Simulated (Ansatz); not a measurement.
From input file to script: B, space group P6/mmm in Ansatz 0.2.0.

```yaml
crystal:
  lattice:
    - [1.70243, 0.0, 0.0]
    - [-0.85122, 1.47435, 0.0]
    - [0.0, 0.0, 3.63542]
  atoms:
    - { symbol: B, position: [0.0, 0.0, 0.0] }
kpoints:
  mp_grid:
    grid: [20, 20, 8]
hamiltonian:
  xc: lda
  pseudopotentials:
    kind: nc
scf:
  max_iter: 150
  convergence:
    dr2_threshold: 1.0e-08
  occupations:
    method: cold
    width: 0.02
  eigensolver:
    kind: davidson
    full_accuracy: true
phonons:
  method: dfpt
  qpoints:
    - [0.0, 0.0, 0.0]
    - [0.5, 0.0, 0.5]
    - [0.5, 0.5, 0.5]
```

The script, `b.py`:
```python
'''DFPT phonons of B.'''

from pathlib import Path
import warnings

import ansatz as az
import numpy as np

warnings.simplefilter('ignore', az.DeckWarning)

vectors = np.array([
    [1.70243, 0.0, 0.0],
    [-0.85122, 1.47435, 0.0],
    [0.0, 0.0, 3.63542],
])
xtal = az.Lattice.of(vectors).atom('B', [0.0, 0.0, 0.0])

calc = (
    xtal.calculation()
    .scf(tolerance=1e-08, max_iterations=150)
    .pseudopotentials('nc')
    .functional(az.Functional.LDA)
    .occupations('cold', width=0.02)
    .eigensolver('davidson', full_accuracy=True)
    .kpoints(20, 20, 8)
    .phonons('dfpt', points=[(0, 0, 0), (0.5, 0, 0.5), (0.5, 0.5, 0.5)])
)
done = calc.run(threads=1, backend='cpu', runs_dir='runs')
ph = done.phonons

for q in ph.qpoints:
    thz = np.asarray(q.omega_inv_cm) / 33.35641
    print('q = ({:.2f}, {:.2f}, {:.2f})'.format(*q.q_frac), np.round(thz, 2) + 0.0, 'THz')
```

Running `python b.py` prints:
```text
RunWarning: eigensolver did not converge (k=199): 1 band(s) unlocked after 20 sweeps at ethr=1.00e-12 eV (lowest unlocked band 5, counted from 0; max residual 3.66e-6 eV among the unlocked bands, [...]
q = (0.00, 0.00, 0.00) [0. 0. 0.] THz
q = (0.50, 0.00, 0.50) [-10.07  26.33  33.  ] THz
q = (0.50, 0.50, 0.50) [-10.07  26.33  33.  ] THz
```
(Warnings from the package without file and line, shortened.)

Caveats:
- These settings explore the input space; cutoff and mesh may be short of convergence.
- The cell isn't relaxed first, so the values belong to this volume.
- The mesh is modest for a metal, so energies can be off by several to tens of meV an atom and pressures by half a GPa or more; differences at equal mesh fare better.
- A negative frequency stands for an imaginary mode.
- This isn't the structure that B takes at ambient conditions.
- The structure is taken as given; imaginary modes can come from an unrelaxed or unstable start. Phonons of metals also depend on mesh and smearing.
- The script silences the warnings on its input, which a real study should read.
- Finished in 31 s on 1 thread of Arm Neoverse V2 (shared host), peak memory 0.68 GiB.

(Lines on the test bed's own set-up are left out of the output.)
